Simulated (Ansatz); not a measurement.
NiMoIrPdW:

```
Ni Mo Pd Ir W
1.0
     2.76078    0.00000    0.00000
    -1.38039    2.39090    0.00000
     0.00000    0.00000   11.34051
Ni Mo Pd Ir W
1 1 1 1 1
Direct
  0.00000 0.00000 0.70917
  0.66667 0.33333 0.29425
  0.66667 0.33333 0.89901
  0.00000 0.00000 0.10604
  0.66667 0.33333 0.52921
```

The cell was built by a generator and needn't be a form met in nature.

Base run:

- Program: Ansatz 0.2.0
- Functional: revPBE
- Potentials or basis: Ansatz PAW
- Cutoff: 420 eV (not typed: the program's choice for these potentials)
- k mesh: 11 × 11 × 3
- Occupations: fermi-dirac, width 0.05 eV
- Spin: collinear spin, ferromagnetic start
- Starting moments: [1.0, 1.0, 0.0, 0.6, 0.0] μB

Its results: band gap on the k mesh none (metal or under the smearing width); pressure 2.7 GPa; net moment 0.00 μB per cell; largest force 0.327 eV/Å.

**Question.** The run is repeated on the same cell with these changes: functional from revPBE to PBE. What comes out?

**Answer.** Band gap on the k mesh none (metal or under the smearing width); pressure -0.2 GPa; net moment 0.00 μB per cell; largest force 0.281 eV/Å.

PBE binds more tightly than revPBE, so the same cell stands under less pressure.

Caveats: the starting moments weren't kept; spin-orbit coupling is left out, which moves the levels of the heavy elements (some runs); the PAW data sets come from PBE, with cores solved anew for the run's functional, which leaves a small shift of forces and pressure (some runs).
